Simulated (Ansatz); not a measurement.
# AlGeC+ (triplet): from Hartree-Fock to the top rungs, cc-pVTZ

The task here is to estimate one member of a computed series from the others.

The runs use Ansatz 0.2.0, Gaussian basis; cc-pVTZ, core rule «outside noble gas», up to 20 orbitals frozen.

Plan: UHF; CCSD(T) on ROHF; CCSD(T) on UHF; BCCD(T) on ROHF; CCSDT(Q) on ROHF; CCSDT(Q) on UHF; CASSCF and NEVPT2, 10 electrons in 12 orbitals.

5 further runs of the same task are left out: 5 set aside as unsound or not needed.

**What is computed**

The geometry is a PBE0/def2-TZVP stationary point (not a proven minimum) of the parent state, kept for this charge and spin. No spin-orbit coupling is included. The filled d shell of Ge may be among the frozen orbitals whatever the setting's name suggests; the logs give the count.

3 atoms, charge 1, spin multiplicity 3.

Atoms are counted from 1 here; the program's logs count them from 0.

Bond lengths: Al1–C2 1.807 Å, C2–Ge3 1.742 Å. Angles: Al1–C2–Ge3 180.0°.

The first run:

in.yaml reads:

```yaml
crystal:
  periodic: [false, false, false]
  atoms:
    - {symbol: Al, position_ang: [0.000000, 0.000000, 1.785200]}
    - {symbol: C, position_ang: [0.000000, 0.000000, -0.021500]}
    - {symbol: Ge, position_ang: [0.000000, 0.000000, -1.763700]}
basis:
  gaussian: {orbitals: cc-pVTZ}
total_charge: 1
magnetization: {spin_polarized: true, initial_magnetization: 2}
hamiltonian: {xc: hf}
output: {orbitals: {seedname: orbitals}}
```

On the command line:

```
$ ansatz run in.yaml --threads 1 --pin off --events-out ev --progress --plain --max-ram 2816MiB --backend cpu
```

Steps of the session up to this table: UHF; CCSD(T) on ROHF; CCSD(T) on UHF; BCCD(T) on ROHF; CCSDT(Q) on ROHF; CCSDT(Q) on UHF; CASSCF and NEVPT2, 10 electrons in 12 orbitals.

One of the session's tables, all rows but one given; the rest of the session is left out.

| method | from UCCSDT(Q) (meV) |
| --- | --- |
| ROHF | +7469.9 |
| UHF | +7327.6 |
| RMP2 | +1138.3 |
| UMP2 | +1160.7 |
| RCCSD | +494.2 |
| UCCSD | +484.0 |
| RCCSD(T) | +80.8 |
| UCCSD(T) | +80.2 |
| BCCD(T) | +76.6 |
| RCCSDT | +40.4 |
| UCCSDT | ? |
| RCCSDT(Q) | +5.2 |
| UCCSDT(Q) | 0 |
| CASSCF valence | +4200.9 |
| NEVPT2 valence | +924.4 |

**Question.** Estimate the row for UCCSDT.

The run gave: from UCCSDT(Q) (meV): +37.1. In the column «from UCCSDT(Q) (meV)» it lies between RCCSDT(Q) (+5.2) and RCCSDT (+40.4).

To keep in mind: Restricted and unrestricted rows rest on different reference determinants; where their highest levels disagree by more than a few hundredths of an eV, they describe different states and don't form one ladder.
